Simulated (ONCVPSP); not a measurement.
# Pseudopotential generation for vanadium: ONCV, PBE

Aim: build the potential from the settings below, then test how well it stands in for the atom: other configurations, scattering, ghost states and the plane-wave cutoff that it needs.

Program: ONCVPSP 4.0.1. Reference atom: PBE, scalar-relativistic, spherical and spin-unpolarised. All values are calculated.

### Step 1. The atom and the settings

The settings as typed:

```
element                 : vanadium (V, Z = 23)
type                    : optimised norm-conserving Vanderbilt (ONCV)
frozen core             : [Ne]
valence charge          : 13
reference configuration : 3s2 3p6 3d3 4s1.5 (charge +0.5)
partial waves           : 3s+4s: rc 1.80 bohr, ncon 3, nbas 6, qcut 7.3 1/bohr, 2 projectors; 3p: rc 1.25 bohr, ncon 3, nbas 6, qcut 10.5 1/bohr, 2 projectors, debl 3.9 Ha; 3d: rc 2.05 bohr, ncon 4, nbas 9, qcut 6.6 1/bohr, 2 projectors, debl 3.1 Ha
local potential         : polynomial inside 0.85 bohr (lpopt 3, dvloc0 2 Ha)
core correction         : Teter function fitted to the true core (icmod 2), fcfact 0.35
```

### Step 2. Generation

Input file V.dat:

```
# ATOM AND REFERENCE CONFIGURATION
# atsym  z   nc   nv     iexc    psfile
  V 23.00    3    4        4      upf
#
#   n    l    f
    1    0    2.00
    2    0    2.00
    2    1    6.00
    3    0    2.00
    3    1    6.00
    3    2    3.00
    4    0    1.50
#
# PSEUDOPOTENTIAL AND OPTIMIZATION
# lmax
    2
#
#   l,   rc,      ep,       ncon, nbas, qcut
    0    1.80    0.00    3    6    7.30
    1    1.25    0.00    3    6   10.50
    2    2.05    0.00    4    9    6.60
#
# LOCAL POTENTIAL
# lloc, lpopt,  rc(5),   dvloc0
    4    3    0.85    2.00
#
# VANDERBILT-KLEINMAN-BYLANDER PROJECTORs
# l, nproj, debl
    0    2    3.00
    1    2    3.90
    2    2    3.10
#
# MODEL CORE CHARGE
# icmod, fcfact, rcfact
    2    0.35    1.05
#
# LOG DERIVATIVE ANALYSIS
# epsh1, epsh2, depsh
   -4.00    5.00    0.02
#
# OUTPUT GRID
# rlmax, drl
    6.00    0.01
#
# TEST CONFIGURATIONS
# ncnf
    4
# nvcnf
#   n    l    f
    4
    3    0    2.00
    3    1    6.00
    3    2    3.00
    4    0    2.00
#
    4
    3    0    2.00
    3    1    6.00
    3    2    3.00
    4    0    1.00
#
    4
    3    0    2.00
    3    1    6.00
    3    2    3.00
    4    0    0.00
#
    4
    3    0    2.00
    3    1    6.00
    3    2    2.00
    4    0    0.00
#
```

The run is started by

```bash
$ oncvpsp.x < V.dat > V.out
```

**Question.** What will these runs give? Wanted: cutoffs for 1 and 0.1 mHa per electron, occupied waves; bound ghosts; GHOST(+) flags; largest test error; largest phase difference near zero energy, channels read; rms error of d²Exc/dn², without and with the model core.

**Answer**, as computed:

| quantity | value |
| --- | --- |
| cutoffs for 1 and 0.1 mHa per electron, occupied waves | 22 Ha and 27 Ha |
| bound ghosts | none found |
| GHOST(+) flags | none at low energy |
| largest test error (AE − PS) | +154 meV, for 3s2 3p6 3d2 4s0 |
| largest phase difference near zero energy, channels read | 0.002 rad |
| rms error of d²Exc/dn², without and with the model core | 2.93 and 1.69 mHa |

In words: By total energies transferability is poor: the largest error is 154 meV on 47.8 eV, for 3s2 3p6 3d2 4s0. That test lies far up in energy; among those under 40 eV, nearer to bonding, the largest error is 3.4 meV. The potential is of middling hardness: the looser tolerance needs 22 Ha. No bound ghost shows below the valence levels. Near zero energy the phases of the channels with partial waves agree within 0.002 rad. These are tests on the free atom; a crystal test is still owed.
